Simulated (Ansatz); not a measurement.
# CH6AlNS: how energies converge with the basis set

An exercise on one series of results from a longer session: the logs are not shown, and one member is left open.

The runs use Ansatz 0.2.0, Gaussian basis; one geometry, several basis sets.

The runs, in order: PBE0-D4/def2-SVP; ωB97M-V/def2-SVP; PBE0-D4/def2-QZVPP; ωB97M-V/def2-QZVPP; CCSD(T)/cc-pV(D+d)Z; CCSD(T)/cc-pV(T+d)Z; CCSD(T)/cc-pV(Q+d)Z; the functionals' def2-TZVPP values are taken from earlier runs.

## The relaxed structure

The geometry comes from an earlier relaxation with PBE0-D4 in a triple-zeta def2 set; it is a stationary point, not always the lowest conformer.

SMILES `[CH3][Al]([NH2])[SH]`, 10 atoms, charge 0, spin multiplicity 1.

Atoms are counted from 1 here; the program's logs count them from 0.

Bond lengths: C1–Al2 1.943 Å, C1–H5 1.094 Å, C1–H6 1.094 Å, C1–H7 1.093 Å, Al2–N3 1.767 Å, Al2–S4 2.196 Å, N3–H8 1.007 Å, N3–H9 1.006 Å, S4–H10 1.344 Å. Angles: Al2–C1–H5 110.9°, Al2–C1–H6 111.2°, Al2–C1–H7 112.0°, H5–C1–H6 106.9°, H5–C1–H7 107.7°, H6–C1–H7 107.9°, C1–Al2–N3 122.2°, C1–Al2–S4 119.2°, N3–Al2–S4 118.6°, Al2–N3–H8 123.9°, Al2–N3–H9 126.1°, H8–N3–H9 110.1°, Al2–S4–H10 94.1°.

Set-up of the first run:

File in.yaml:

```yaml
crystal:
  periodic: [false, false, false]
  atoms:
    - {symbol: C, position_ang: [-1.385658, 1.036556, 0.160300]}
    - {symbol: Al, position_ang: [0.265401, 0.059833, -0.146249]}
    - {symbol: N, position_ang: [0.531168, -1.566623, 0.492030]}
    - {symbol: S, position_ang: [1.858441, 0.996578, -1.331660]}
    - {symbol: H, position_ang: [-1.943340, 1.164224, -0.772441]}
    - {symbol: H, position_ang: [-1.185976, 2.038532, 0.550733]}
    - {symbol: H, position_ang: [-2.039623, 0.523955, 0.870453]}
    - {symbol: H, position_ang: [-0.143711, -2.069376, 1.045430]}
    - {symbol: H, position_ang: [1.358438, -2.125423, 0.364287]}
    - {symbol: H, position_ang: [2.684859, -0.058256, -1.232894]}
basis:
  gaussian: {orbitals: def2-SVP}
hamiltonian: {xc: pbe0, dispersion: d4}
output: {orbitals: {seedname: orbitals}}
```

Command:

```
$ ansatz run in.yaml --threads 2 --pin off --events-out ev --progress --plain --max-ram 32768MiB --backend cpu
```

Among the steps run: PBE0-D4 in def2-SVP; ωB97M-V in def2-SVP; PBE0-D4 in def2-QZVPP; ωB97M-V in def2-QZVPP.

One table of the session follows, with a row left open; its other results are not shown here.

It belongs to the step «Functionals by basis». 

```
functional       basis  HOMO (eV)  LUMO (eV)
   PBE0-D4    def2-SVP      -6.95       0.40
   PBE0-D4  def2-TZVPP      -7.17       0.08
   PBE0-D4  def2-QZVPP          ?          ?
   ωB97M-V    def2-SVP      -9.15       1.95
   ωB97M-V  def2-TZVPP      -9.40       1.50
   ωB97M-V  def2-QZVPP      -9.46       0.97
```

Q: Estimate the row for PBE0-D4, def2-QZVPP from the others.

The run gave: HOMO (eV): -7.22; LUMO (eV): -0.24. In the column «HOMO (eV)» it lies between ωB97M-V, def2-SVP (-9.15) and PBE0-D4, def2-TZVPP (-7.17).
